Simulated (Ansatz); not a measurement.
# HfRu3: the cost of one run

Program: Ansatz 0.2.0 through its Python package. Level of theory: DFT PBE, plane waves, PAW. These are calculated values, not measurements.

## 1. The system

The structure is cubic, space group Pm-3m (No. 221). The conventional cell has a = 3.956 Å, b = 3.956 Å, c = 3.956 Å, α = 90.00°, β = 90.00°, γ = 90.00°. Hf (site symmetry m-3m) has 12 Ru at 2.80 Å as nearest neighbours. Around Ru (site symmetry 4/mmm) lie 4 Hf at 2.80 Å and 8 Ru at 2.80 Å.

Input file hfru3.xyz:

```xyz
4
Lattice="3.955773 0.0 0.0 0.0 3.955773 0.0 0.0 0.0 3.955773" Properties=species:S:1:pos:R:3 pbc="T T T"
Hf    0.00000000    0.00000000    0.00000000
Ru    1.97788650    1.97788650    0.00000000
Ru    1.97788650    0.00000000    1.97788650
Ru    0.00000000    1.97788650    1.97788650
```

## 2. Script

Contents of compress_hfru3.py:

```python
"""Cell of HfRu3 under pressure."""

import ansatz
import numpy as np
import pandas as pd

def edges_and_angles(cell):
    cell = np.asarray(cell)
    a, b, c = np.linalg.norm(cell, axis=1)
    cosines = cell[1] @ cell[2] / (b * c), cell[0] @ cell[2] / (a * c), cell[0] @ cell[1] / (a * b)
    return (a, b, c, *np.degrees(np.arccos(cosines)))

system = ansatz.Crystal.from_extxyz("hfru3.xyz")

calc = (
    system.calculation()
    .kpoints(7)
    .occupations("fermi_dirac", width=0.05)
)

# H = F + PV, with 1 GPa A^3 = 1/160.21766 eV
rows = []
for pressure in [0, 5, 10, 20]:
    outcome = calc.relax(cell=True, pressure=pressure, max_steps=100).run()
    cell = outcome.lattice.cell_ang
    n_atoms = len(outcome.lattice.sites)
    volume = abs(np.linalg.det(cell)) / n_atoms
    enthalpy = outcome.report["free_energy_ev"] / n_atoms + pressure * volume / 160.21766
    rows.append((pressure, volume, enthalpy, *edges_and_angles(cell)))
    print(f"{pressure} GPa done: {volume:.4f} A^3/atom")

table = pd.DataFrame(rows, columns=["P_GPa", "V_A3_atom", "H_eV_atom", "a", "b", "c", "alpha", "beta", "gamma"])
print(table.round(4).to_string(index=False))
p, v = np.array([row[0] for row in rows], float), np.array([row[1] for row in rows])
print("mean bulk modulus between rows (GPa):", np.round(-np.diff(p) / np.diff(np.log(v)), 1))
```

## 3. What the engine is handed

The package turns the script's settings into the engine's input (first run):

```yaml
crystal:
  lattice:
    - [3.955773, 0.0, 0.0]
    - [0.0, 3.955773, 0.0]
    - [0.0, 0.0, 3.955773]
  atoms:
    - { symbol: Hf, position: [0.0, 0.0, 0.0] }
    - { symbol: Ru, position: [0.5, 0.5, 0.0] }
    - { symbol: Ru, position: [0.5, 0.0, 0.5] }
    - { symbol: Ru, position: [0.0, 0.5, 0.5] }
kpoints:
  mp_grid:
    grid: [7, 7, 7]
scf:
  occupations:
    method: fermi_dirac
    width: 0.05
relax:
  max_steps: 100
  cell:
    p_target: 0.0
```

## 4. The run

The run is started by

```bash
> python compress_hfru3.py
```

Q: Estimate wall time and peak memory on 1 thread of Arm Neoverse N1, shared host.

About 1.8 min, with a peak of 0.5 GiB.
